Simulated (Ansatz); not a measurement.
# MoHO+ (nonet): wave-function methods side by side, def2-TZVPP

One table from this session's results is given with a row withheld; the runs are named, their logs left out.

Program: Ansatz 0.2.0, Gaussian basis. Level of theory: def2-TZVPP, core rule «outside noble gas», up to 5 orbitals frozen. These are calculated values, not measurements.

The runs, in order: UHF; CCSD(T) on ROHF; CCSD(T) on UHF; CCSDT(Q) on ROHF; CCSDT(Q) on UHF; CASSCF and NEVPT2, 12 electrons in 11 orbitals.

3 further runs of the same task are left out: 2 for a known fault of the program, 1 set aside as unsound or not needed. Runs told in other sessions of the task aren't counted.

### The system

The geometry is a PBE0/def2-TZVP stationary point (not a proven minimum) of the parent state, kept for this charge and spin. No spin-orbit coupling is included. Elements past krypton take def2 core potentials.

3 atoms, charge 1, spin multiplicity 9.

Atoms are counted from 1 here; the program's logs count them from 0.

Bond lengths: Mo1–O2 2.329 Å, O2–H3 0.976 Å. Angles: Mo1–O2–H3 180.0°.

Coordinates:

```xyz
3
charge 1, multiplicity 9
Mo    0.0000    0.0000    1.8777
O     0.0000    0.0000   -0.4508
H     0.0000    0.0000   -1.4269
```

Set-up of the first run:

Contents of in.yaml:

```yaml
crystal:
  periodic: [false, false, false]
  atoms:
    - {symbol: Mo, position_ang: [0.000000, 0.000000, 1.877700]}
    - {symbol: O, position_ang: [0.000000, 0.000000, -0.450800]}
    - {symbol: H, position_ang: [0.000000, 0.000000, -1.426900]}
basis:
  gaussian: {orbitals: def2-TZVPP}
total_charge: 1
magnetization: {spin_polarized: true, initial_magnetization: 8}
hamiltonian: {xc: hf}
output: {orbitals: {seedname: orbitals}}
```

Command:

```sh
$ ansatz run in.yaml --threads 1 --pin off --events-out ev --progress --plain --max-ram 4096MiB --backend cpu
```

Among the steps run: UHF; CCSD(T) on ROHF; CCSD(T) on UHF; CCSDT(Q) on ROHF; CCSDT(Q) on UHF; CASSCF and NEVPT2, 12 electrons in 11 orbitals.

One of the session's tables, all rows but one given; the rest of the session is left out.

It belongs to the step «Misses and costs». 

| method | from RCCSDT(Q) (kcal/mol) |
| --- | --- |
| ROHF | +168.32 |
| UHF | +161.98 |
| RMP2 | +19.85 |
| UMP2 | +18.97 |
| RCCSD | +4.41 |
| UCCSD | +2.88 |
| RCCSD(T) | ? |
| UCCSD(T) | -0.91 |
| RCCSDT | +0.09 |
| UCCSDT | -1.37 |
| RCCSDT(Q) | 0 |
| UCCSDT(Q) | -1.46 |
| CASSCF valence | +152.32 |
| NEVPT2 valence | +30.75 |

**Question.** Estimate the row for RCCSD(T).

As computed: from RCCSDT(Q) (kcal/mol): +0.54. In the column «from RCCSDT(Q) (kcal/mol)» it lies between RCCSDT (+0.09) and UCCSD (+2.88).

Limits of these values: Restricted and unrestricted rows rest on different reference determinants; a gap between their highest levels can come from leftover correlation error, from unlike frozen cores or from another state.
